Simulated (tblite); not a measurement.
# C7H11ClSi2: the cost of one run

Programs: tblite 0.8.0 and PySCF 2.14.0, with density-fitted response routines of our own. Each step states its level of theory. These are calculated values for one molecule in the gas phase, unless marked as measured. Atoms count from 0, in the outputs and in this text.

### Step 1. The starting structure

21 atoms, charge 0, multiplicity 1; geometry from: force field or distance geometry start.

Bonds of the start (Å): C0–C1 1.19, C1–Si2 1.88, Si2–C3 1.84, C3–C4 1.34, C4–Si5 1.85, Si5–Cl6 2.05, Si5–C7 1.87, C7–C8 1.50, C8–C9 1.34, C0–H10 1.07, Si2–H11 1.47, Si2–H12 1.47, C3–H13 1.10, C4–H14 1.08, Si5–H15 1.48, C7–H16 1.09, C7–H17 1.10, C8–H18 1.09, C9–H19 1.10, C9–H20 1.09.

### Step 2. Relaxing the molecule with GFN2-xTB

What the job is given:

```
{"job": {"kind": "relax", "xc": "GFN2-xTB", "basis": "xTB"}, "charge": 0, "multiplicity": 1}
C      2.302000     1.960800     0.608600
C      2.530600     0.813300     0.375100
Si     2.919800    -0.998700     0.036000
C      1.588600    -2.077400     0.715100
C      0.262500    -2.112600     0.503800
Si    -0.786100    -1.060900    -0.604900
Cl    -2.162200    -2.395200    -1.318100
C     -1.636100     0.324500     0.329400
C     -2.540600     1.195700    -0.499800
C     -2.355500     2.510600    -0.678100
H      2.080800     2.988000     0.807300
H      4.201300    -1.379400     0.649500
H      2.997800    -1.217500    -1.420200
H      2.009100    -2.807800     1.418700
H     -0.331300    -2.845000     1.028000
H      0.002300    -0.565800    -1.749800
H     -0.875300     0.933400     0.821800
H     -2.246100    -0.124700     1.129500
H     -3.421800     0.736100    -0.947500
H     -1.500400     3.035200    -0.239000
H     -3.048400     3.104300    -1.274200
```

Launch:

```console
$ OMP_NUM_THREADS=1 python probes_run.py task.json out
```

This one command runs all jobs of the session in turn.

Q: Estimate the wall time and peak memory of this first job on 1 thread of Arm Neoverse V2, shared host.

About 1.6 s, with a peak of 0.18 GiB.
